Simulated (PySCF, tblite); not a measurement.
# C₆H₁₂BNO: geometry, infrared bands and NMR shifts

Aim: predict the infrared bands and NMR shifts of C₆H₁₂BNO (`[BH3-][N+]#C[C@@H](C=C)OCC`).

Programs: tblite 0.8.0 and PySCF 2.14.0, with density-fitted response routines of our own. Each step states its level of theory. These are calculated values for one molecule in the gas phase, unless marked as measured. Atoms count from 0, in the outputs and in this text.

### Step 1. The molecule as given

21 atoms, charge 0, multiplicity 1; geometry from: force field or distance geometry start.

Bonds of the start (Å): B0–N1 1.50, N1–C2 1.14, C2–C3 1.50, C3–C4 1.48, C4–C5 1.33, C3–O6 1.35, O6–C7 1.36, C7–C8 1.52, B0–H9 1.19, B0–H10 1.19, B0–H11 1.18, C3–H12 1.13, C4–H13 1.10, C5–H14 1.09, C5–H15 1.11, C7–H16 1.10, C7–H17 1.10, C8–H18 1.09, C8–H19 1.13, C8–H20 1.10.

### Step 2. Optimising the geometry with GFN2-xTB

The job: settings as JSON, then the geometry in Å.

```
{"job": {"kind": "relax", "xc": "GFN2-xTB", "basis": "xTB"}, "charge": 0, "multiplicity": 1}
B      2.953800    -2.092900     0.488600
N      1.817300    -1.110200     0.413300
C      0.968100    -0.348500     0.366500
C     -0.134200     0.661800     0.271300
C      0.441100     2.011400     0.482700
C      0.586200     2.774900    -0.593600
O     -0.801500     0.478900    -0.889200
C     -2.123400     0.182500    -0.845600
C     -2.278000    -1.127600    -0.083700
H      3.673900    -1.889000     1.414000
H      2.504500    -3.184700     0.653200
H      3.623900    -2.024800    -0.483000
H     -0.861200     0.512900     1.123600
H      0.730300     2.345700     1.484700
H      0.278100     2.370500    -1.558300
H      1.005900     3.795500    -0.528000
H     -2.608100     0.040300    -1.820400
H     -2.756600     0.899700    -0.295000
H     -1.353500    -1.349400     0.450400
H     -3.078500    -0.993100     0.707500
H     -2.597100    -1.937000    -0.759400
```

On the command line:

```bash
$ OMP_NUM_THREADS=1 python probes_run.py task.json out
```

This one command runs all jobs of the session in turn.

**Question.** This job is followed by: GFN2-xTB harmonic vibrations, gas phase; GIAO PBE0/pcSseg-1 NMR shielding, non-relativistic, gas phase. Predict these results of the whole session: strongest single infrared mode (GFN2-xTB); zero-point energy (GFN2-xTB); 13C shifts against TMS (PBE0/pcSseg-1); 1H shifts against TMS (PBE0/pcSseg-1, means over atoms taken as alike); 11B shifts against BF3·OEt2 (PBE0/pcSseg-1); 15N shifts against NH3 (PBE0/pcSseg-1); 17O shifts against H2O (PBE0/pcSseg-1).

The runs gave:

| quantity | value |
| --- | --- |
| strongest single infrared mode (GFN2-xTB) | 2442 cm⁻¹, 243 km/mol |
| zero-point energy (GFN2-xTB) | 104.6 kcal/mol |
| 13C shifts against TMS (PBE0/pcSseg-1) | 135.5, 128.0, 113.6, 72.5, 70.3, 18.1 ppm |
| 1H shifts against TMS (PBE0/pcSseg-1, means over atoms taken as alike) | 6.25, 5.97, 5.90, 4.45, 4.36, 3.71, 1.85, 1.52 ppm |
| 11B shifts against BF3·OEt2 (PBE0/pcSseg-1) | -44.0 ppm |
| 15N shifts against NH3 (PBE0/pcSseg-1) | 246.7 ppm |
| 17O shifts against H2O (PBE0/pcSseg-1) | 63.7 ppm |

**Reading.** Over 157 steps the energy fell by 0.896 eV; of the close pairs, C3–O6 changed most, 1.351 to 1.408 Å. No mode is imaginary among the 57: a minimum at this level. The strongest single mode, at 2442 cm⁻¹, moves mainly H11. GFN2-xTB is a fitted tight-binding method: band positions and strengths are rough. Its intensities can rank the bands wrongly. The most deshielded carbon is C4 (alkene CH), at 135.5 ppm: the olefinic region. At PBE0/pcSseg-1: The widest tensor belongs to N1: span 402 ppm, with a paramagnetic part of -310 ppm.
